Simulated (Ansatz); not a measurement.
# Ru (hcp type): the cost of one run

Program: Ansatz 0.2.0. Level of theory: DFT LDA, with the methods named in each step. These are calculated values, not measurements.

## (1) The system as given

The structure is hexagonal, space group P6_3/mmc (No. 194). The conventional cell has a = 2.674 Å, b = 2.674 Å, c = 4.226 Å, α = 90.00°, β = 90.00°, γ = 120.00°. Around Ru (site symmetry -6m2) lie 12 Ru at 2.62 to 2.67 Å.

Coordinates:

```
CELL_PARAMETERS angstrom
2.67402 0.00000 0.00000
-1.33701 2.31577 0.00000
0.00000 0.00000 4.22626
ATOMIC_POSITIONS crystal
Ru 0.33333 0.66667 0.25000
Ru 0.66667 0.33333 0.75000
```

Whether this phase is the stable one at these pressures isn't tested.

Atoms are numbered in the order of the input: Ru1, Ru2.

## (2) The reference volume, LAPW

File input.yaml:

```yaml
crystal:
  lattice:
    - [2.6740248589, 0.0, 0.0]
    - [-1.3370124294, 2.3157734582, 0.0]
    - [0.0, 0.0, 4.2262640145]
  atoms:
    - { symbol: Ru, position: [0.3333333333, 0.6666666667, 0.25] }
    - { symbol: Ru, position: [0.6666666667, 0.3333333333, 0.75] }
kpoints:
  mp_grid: { grid: [18, 18, 10] }
  band_path:
    path:
      - [0.0, 0.0, 0.0]
      - [0.5, 0.0, 0.0]
      - [0.3333333333, 0.3333333333, 0.0]
      - [0.0, 0.0, 0.0]
      - [0.0, 0.0, 0.5]
      - [0.5, 0.0, 0.5]
      - [0.3333333333, 0.3333333333, 0.5]
      - [0.0, 0.0, 0.5]
      - [0.5, 0.0, 0.5]
    npoints: 14
scf:
  occupations: { method: fermi_dirac, width: 0.05 }
hamiltonian:
  xc: lda
  pseudopotentials: { kind: all_electron, lapw: { basis_error: 0.001 } }
output:
  forces: true
  stress: true
  eigenvalues: true
  populations: true
  dos: { projected: true, de: 0.2, e_range: [-14, 8] }
```

Launch:

```
ansatz run input.yaml --threads 1 --pin off --max-ram 2048MiB --backend cpu --events-out ev --progress --plain --runs-dir out
```

What time and memory should one allow on 1 thread of Intel Xeon Platinum 8488C (Sapphire Rapids), shared host?

About 53 s, with a peak of 0.77 GiB.
